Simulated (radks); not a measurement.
**Excited configurations of Xe²⁺**

One table from this session's results is given with a row withheld; the runs are named, their logs left out.

Method: scalar-relativistic Kohn-Sham, PBE, spin-polarised, spherical densities, finite nucleus; open shells are filled with parallel spins first. Code: radks (a radial shooting solver on a logarithmic mesh, Libxc functionals) version 1.

1 further run of the same task is left out (it didn't finish).

**Starting point**

```
element            : xenon (Z = 54)
charge             : +2
electrons          : 52
configuration      : [Kr] 4d10 5s2 5p4
nuclear rms radius : 4.7859 fm
```

Outer shells as boxes (Hund's rule):

Xe²⁺
```
[Kr] core
4d [↑↓][↑↓][↑↓][↑↓][↑↓]
5s [↑↓]
5p [↑↓][↑ ][↑ ]
```

Set-up of the first run:

Input:

```text
Z 54
configuration [Kr] 4d10 5s2 5p4
relativity scalar-relativistic
functional pbe,pbe
spin polarised
nucleus finite rms 4.7859 fm
c 137.035999084
```

Among the steps run: Ground configuration: [Kr] 4d10 5s2 5p4.

One of the session's tables, all rows but one given; the rest of the session is left out.

It belongs to the step «Ground configuration: [Kr] 4d10 5s2 5p4». Sizes of the orbitals, from the radial functions (bohr):

| level | <r> | outermost maximum (interpolated) | 90 % within | nodes |
| --- | --- | --- | --- | --- |
| 4p up | 0.7647 | 0.693 | 1.12 | 2 |
| 4p down | 0.7643 | 0.693 | 1.12 | 2 |
| 4d up | 0.8759 | 0.748 | 1.33 | 1 |
| 4d down | 0.8730 | 0.748 | 1.32 | 1 |
| 5s up | 1.787 | 1.60 | 2.57 | 4 |
| 5s down | ? | ? | ? | ? |
| 5p up | 2.084 | 1.84 | 3.03 | 3 |
| 5p down | 2.098 | 1.83 | 3.07 | 3 |

Estimate the missing values for 5s down.

As computed: <r>: 1.783; outermost maximum (interpolated): 1.59; 90 % within: 2.57; nodes: 4. In the column «<r>» it lies between 4d up (0.8759) and 5s up (1.787).

Caveats from the session: Open shells are spherical and high-spin; term and fine-structure splittings are not resolved.
